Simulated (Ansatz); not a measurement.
# C₄H₇F₃: how energies converge with the basis set

Aim: see how fast density functionals converge with the basis set for C₄H₇F₃.

Computed with Ansatz 0.2.0, Gaussian basis. Level: one geometry, several basis sets.

The runs, in order: PBE0-D4/def2-SVP; ωB97M-V/def2-SVP; PBE0-D4/def2-QZVPP; ωB97M-V/def2-QZVPP; the functionals' def2-TZVPP values are taken from earlier runs.

### 1 The geometry

The geometry comes from an earlier relaxation with PBE0-D4 in a triple-zeta def2 set; it is a stationary point, not always the lowest conformer.

SMILES `CC(F)(CF)CF`, 14 atoms, charge 0, spin multiplicity 1.

Atoms are counted from 1 here; the program's logs count them from 0.

Bond lengths: C1–C2 1.513 Å, C1–H8 1.091 Å, C1–H9 1.092 Å, C1–H10 1.089 Å, C2–F3 1.393 Å, C2–C4 1.514 Å, C2–C6 1.515 Å, C4–F5 1.378 Å, C4–H11 1.093 Å, C4–H12 1.094 Å, C6–F7 1.377 Å, C6–H13 1.095 Å, C6–H14 1.091 Å. Angles: C2–C1–H8 110.2°, C2–C1–H9 111.0°, C2–C1–H10 109.4°, H8–C1–H9 108.9°, H8–C1–H10 108.8°, H9–C1–H10 108.5°, C1–C2–F3 107.8°, C1–C2–C4 110.4°, C1–C2–C6 112.8°, F3–C2–C4 107.6°, F3–C2–C6 107.5°, C4–C2–C6 110.5°, C2–C4–F5 111.4°, C2–C4–H11 109.1°, C2–C4–H12 110.3°, F5–C4–H11 108.3°, F5–C4–H12 108.1°, H11–C4–H12 109.6° and more.

### 2 PBE0-D4 in def2-SVP

Input file in.yaml:

```yaml
crystal:
  periodic: [false, false, false]
  atoms:
    - {symbol: C, position_ang: [-0.515930, -0.699274, 1.177326]}
    - {symbol: C, position_ang: [-0.200974, 0.286167, 0.073972]}
    - {symbol: F, position_ang: [-0.937050, 1.444640, 0.313768]}
    - {symbol: C, position_ang: [-0.638548, -0.265211, -1.266044]}
    - {symbol: F, position_ang: [-0.230995, 0.547870, -2.301838]}
    - {symbol: C, position_ang: [1.262461, 0.676338, 0.034726]}
    - {symbol: F, position_ang: [1.705832, 1.021389, 1.291850]}
    - {symbol: H, position_ang: [-1.575209, -0.961739, 1.157352]}
    - {symbol: H, position_ang: [0.076140, -1.610055, 1.068917]}
    - {symbol: H, position_ang: [-0.283940, -0.249329, 2.141602]}
    - {symbol: H, position_ang: [-1.729686, -0.328297, -1.287863]}
    - {symbol: H, position_ang: [-0.210225, -1.259467, -1.424948]}
    - {symbol: H, position_ang: [1.865601, -0.164474, -0.322432]}
    - {symbol: H, position_ang: [1.399623, 1.532240, -0.627684]}
basis:
  gaussian: {orbitals: def2-SVP}
hamiltonian: {xc: pbe0, dispersion: d4}
output: {orbitals: {seedname: orbitals}}
```

On the command line:

```sh
$ ansatz run in.yaml --threads 4 --pin off --events-out ev --progress --plain --max-ram 11315MiB
```

The runs that follow: ωB97M-V in def2-SVP; PBE0-D4 in def2-QZVPP; ωB97M-V in def2-QZVPP.

Q: Predict the results of all the runs planned. Wanted: PBE0-D4: double and triple zeta above quadruple; ωB97M-V: double and triple zeta above quadruple.

As calculated:

| quantity | value |
| --- | --- |
| PBE0-D4: double and triple zeta above quadruple | 15.34, 0.65 eV |
| ωB97M-V: double and triple zeta above quadruple | 15.79, 0.63 eV |

What this shows: PBE0-D4 gains 14.69 eV from double to triple zeta, then 0.65 eV more. Total energies overstate the basis error of differences, where much of it tends to cancel. The LUMO of ωB97M-V is positive and keeps falling with the basis (3.12 to 1.61 eV): an unbound level that the basis holds in place.
